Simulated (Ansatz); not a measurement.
Li4Mg and its elements, a formation energy from the elements

With Ansatz's Python interface.

The cells in order, each with its output:

In [1]:
```python
from collections import Counter

import ansatz as az
import numpy as np

PHASES = {
    "Li4Mg": (
        [[1.533737, 0.885503, 12.761271], [-1.533737, 0.885503, 12.761271], [0.0, -1.771007, 12.761271]],
        [
            ("Li", [0.400014, 0.400014, 0.400014]),
            ("Li", [0.800015, 0.800015, 0.800015]),
            ("Li", [0.199985, 0.199985, 0.199985]),
            ("Li", [0.599986, 0.599986, 0.599986]),
            ("Mg", [0.0, 0.0, 0.0]),
        ],
    ),
    "Li": (
        [[-1.75465, 1.75465, 1.75465], [1.75465, -1.75465, 1.75465], [1.75465, 1.75465, -1.75465]],
        [
            ("Li", [0.0, 0.0, 0.0]),
        ],
    ),
    "Mg": (
        [[3.2093, 0.0, 0.0], [-1.60465, 2.779335, 0.0], [0.0, 0.0, 5.2103]],
        [
            ("Mg", [1 / 3, 2 / 3, 0.25]),
            ("Mg", [2 / 3, 1 / 3, 0.75]),
        ],
    ),
}
```

In [2]:
```python
def build(vectors, sites):
    crystal = az.Crystal(lattice=az.Lattice.of(vectors))
    for symbol, position in sites:
        crystal = crystal.atom(symbol, position)
    return crystal
```

In [3]:
```python
def ground_state(name, crystal):
    calc = crystal.calculation()
    calc = calc.eigensolver("auto", mixed_precision=False).scf(extra_bands=12)
    calc = calc.functional("lda").basis(320)
    calc = calc.kpoints(spacing=0.39)
    calc = calc.occupations("fermi_dirac", width=0.1).stress()
    calc = calc.relax(force_tolerance=0.01, fix_cell=["shape"])
    return calc.run(threads=1)
```

In [4]:
```python
def counts(outcome):
    return Counter(site.symbol for site in outcome.lattice.sites)

def formation_energy(outcome, mu):
    n = counts(outcome)
    return (outcome.report["energy_sigma0_ev"] - sum(k * mu[element] for element, k in n.items())) / sum(n.values())
```

In [5]:
```python
def volume_per_atom(outcome):
    return abs(np.linalg.det(outcome.lattice.cell_ang)) / len(outcome.lattice.sites)
```

In [6]:
```python
phases = {name: build(*cell) for name, cell in PHASES.items()}
```

In [7]:
```python
done = {name: ground_state(name, crystal) for name, crystal in phases.items()}
```
```text
DeckWarning: basis.ecutwfc = 320 eV is below the records' recommended 420 eV, and the density's cutoff is lower with it unless basis.ecutrho_ratio is high enough to keep the records' density cutoff: compare with a run at a higher cutoff
```

In [8]:
```python
# chemical potentials of the elements at zero temperature
references = {"Li": "Li", "Mg": "Mg"}
mu = {element: done[name].report["energy_sigma0_ev"] / len(done[name].lattice.sites) for element, name in references.items()}
```

In [9]:
```python
target = done["Li4Mg"]
heat = formation_energy(target, mu)
n = counts(target)
print("cell content:", dict(n), " volume", round(volume_per_atom(target), 3), "A^3/atom")
print("formation energy", round(heat, 4), "eV/atom,", round(heat * sum(n.values()), 4), "eV per cell")
print("bound against the elements" if heat < 0 else "unbound against the elements")
```
```text
cell content: {<Element.LI: 'Li'>: 4, <Element.MG: 'Mg'>: 1}  volume 19.655 A^3/atom
formation energy -0.0274 eV/atom, -0.1369 eV per cell
bound against the elements
```

These settings explore the input space; cutoff and mesh may be short of convergence. The cutoff lies under the one recommended for these potentials. For the metals among these phases the mesh is modest: differences between phases can be off by up to 40 meV an atom. Atoms and volume are relaxed with the cell's shape held, which in cells of lower than cubic symmetry can hide stresses and shift volumes. The cells come from databases of deposited and of computed structures, and not all need be stable phases. Warnings are shown shortened and without file and line. The compound is the structure given, not necessarily its lowest; energies are at zero temperature, with no correction for gases. A semilocal functional's error on such energies is often 0.05 to 0.1 eV an atom, and 0.1 to 0.3 eV against gases such as O2 or F2. Wall time of the script: 18 s on 1 thread of Arm Neoverse V2, with other jobs on the host, peak memory 0.42 GiB.
